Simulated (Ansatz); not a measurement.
# ClGeH5N: the cost of one run

Program: Ansatz 0.2.0. Level of theory: UKS CAM-B3LYP/def2-SVP. These are calculated values, not measurements.

## Step 1: Starting point

Bond lengths: Ge1–Cl2 2.470 Å, Ge1–H3 1.550 Å, Ge1–H4 1.549 Å, Ge1–H5 1.549 Å, Cl2–N6 2.030 Å, N6–H7 1.060 Å, N6–H8 1.060 Å. Angles: Ge1–Cl2–N6 180.0°, Cl2–Ge1–H3 109.5°, Cl2–Ge1–H4 109.5°, Cl2–Ge1–H5 109.5°, H3–Ge1–H4 109.5°, H3–Ge1–H5 109.5°, H4–Ge1–H5 109.5°, Cl2–N6–H7 120.0°, Cl2–N6–H8 120.0°, H7–N6–H8 120.0°.

As a file:

```xyz
8

Ge    0.0000    0.0000    0.0000
Cl    0.0000    0.0000    2.4700
H     1.4616    0.0000   -0.5162
H    -0.7300    1.2648   -0.5162
H    -0.7300   -1.2648   -0.5162
N     0.0000    0.0000    4.5000
H    -0.4960   -0.7725    5.0300
H     0.4960    0.7725    5.0300
```

## Step 2: Pulling towards end A

Springs on the bonds that form and break draw the guess towards this end; the thresholds are loose.

Contents of input.yaml:

```yaml
crystal:
  periodic: [false, false, false]
  atoms:
    - { symbol: Ge, position_ang: [0.0, 0.0, 0.0] }
    - { symbol: Cl, position_ang: [0.0, 0.0, 2.47] }
    - { symbol: H, position_ang: [1.4616, 0.0, -0.5162] }
    - { symbol: H, position_ang: [-0.73, 1.2648, -0.5162] }
    - { symbol: H, position_ang: [-0.73, -1.2648, -0.5162] }
    - { symbol: "N", position_ang: [0.0, 0.0, 4.5] }
    - { symbol: H, position_ang: [-0.496, -0.7725, 5.03] }
    - { symbol: H, position_ang: [0.496, 0.7725, 5.03] }
magnetization:
  spin_polarized: true
  initial_magnetization: 1
basis:
  gaussian: { orbitals: def2-SVP }
hamiltonian:
  xc: cam_b3lyp
relax:
  f_tol: 0.15
  max_steps: 25
  restrain:
    - { distance: [1, 5], at: 2.93, k: 30.0 }
    - { distance: [0, 1], at: 2.22, k: 30.0 }
```

On the command line:

```
$ ansatz run input.yaml --threads 4 --pin off --max-ram 5120MiB --backend cpu --events-out ev --progress --plain --runs-dir out
```

What time and memory should one allow on 4 threads of Arm Neoverse V1, shared host?

About 37 s, with a peak of 0.32 GiB.
